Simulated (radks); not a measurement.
# O in 1s1.5 2s2 2p4.5: an all-electron calculation

Aim: the levels, the sizes of the orbitals and the parts of the energy of neutral oxygen.

The numbers are computed with radks (a radial shooting solver on a logarithmic mesh, Libxc functionals) version 1 (scalar-relativistic Kohn-Sham, SCAN, spin-polarised, spherical densities, finite nucleus; open shells are filled with parallel spins first), except any that are marked as measured or tabulated.

## Step 1: The system

| Property | Result |
| --- | --- |
| element | oxygen (Z = 8) |
| charge | 0 |
| electrons | 8 |
| configuration | 1s1.5 2s2 2p4.5 |
| nuclear rms radius | 2.6991 fm |

## Step 2: Self-consistent calculation

Input:

```text
Z 8
configuration 1s1.5 2s2 2p4.5
relativity scalar-relativistic
functional scan,scan
spin polarised
nucleus finite rms 2.6991 fm
c 137.035999084
```

Q: Predict the outcome of this run.

The runs gave:

```
                        quantity                     value
                    total energy         -65.51318 hartree
exchange-correlation share of it                   11.53 %
                            −T/E                    0.9981
          highest occupied level        2p down, -8.482 eV
    most extended occupied level  2p down, <r> = 1.24 bohr
 radius at density 0.001 e/bohr³                 3.17 bohr
    maxima of the radial density                         2
```

What this shows: 2 principal shells are occupied and 2 maxima appear in the radial density. This is not the tabulated ground configuration, so its levels and sizes aren't those of the ground state, and no measured value stands beside it.
